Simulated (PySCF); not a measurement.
# C4H8OSi: the cost of one run

The runs use PySCF 2.14.0, with density-fitted response routines of our own; the level of theory stands in each step. All values are computed, except where a source is named. Atoms are numbered from 0 throughout.

## (1) The molecule as given

14 atoms, charge 0, multiplicity 1; geometry from: GFN2-xTB. The atoms were then displaced at random by about 0.01 Å, so the start is not that level's minimum.

Bonds of the start (Å): Si0–O1 1.64, O1–C2 1.37, C2–C3 1.26, C3–C4 1.50, C4–C5 1.50, C5–C3 1.48, Si0–H6 1.45, Si0–H7 1.49, Si0–H8 1.42, C2–H9 1.10, C4–H10 1.09, C4–H11 1.08, C5–H12 1.07, C5–H13 1.07.

## (2) Geometry optimisation at PBE0-D3(BJ)/def2-SVP

Job settings and geometry (Å):

```
{"job": {"xc": "PBE0", "basis": "def2-SVP", "d3": "d3bj", "grid": 1, "shake": 0.01, "kind": "geom"}, "charge": 0, "multiplicity": 1}
Si     2.872380     0.535590     0.473970
O      1.337850     0.152920     0.026950
C      0.132280     0.243800     0.664490
C     -0.937300    -0.144690     0.119170
C     -2.423720    -0.321200     0.227580
C     -1.688000    -0.718810    -1.022610
H      3.274450    -0.183160     1.664730
H      2.960120     1.998400     0.765780
H      3.557200     0.174890    -0.717390
H      0.176620     0.659240     1.684730
H     -2.810390    -1.093000     0.897070
H     -3.041670     0.567030     0.212840
H     -1.591380    -1.767510    -1.237260
H     -1.825600    -0.118590    -1.902200
```

Started as:

```console
$ OMP_NUM_THREADS=1 python probes_run.py task.json out
```

The driver reads the jobs from task.json and runs them one after another.

**Question.** How long does this first job take on 1 thread of Arm Neoverse N1, shared host, and how much memory does it need?

About 72 s, with a peak of 0.52 GiB.
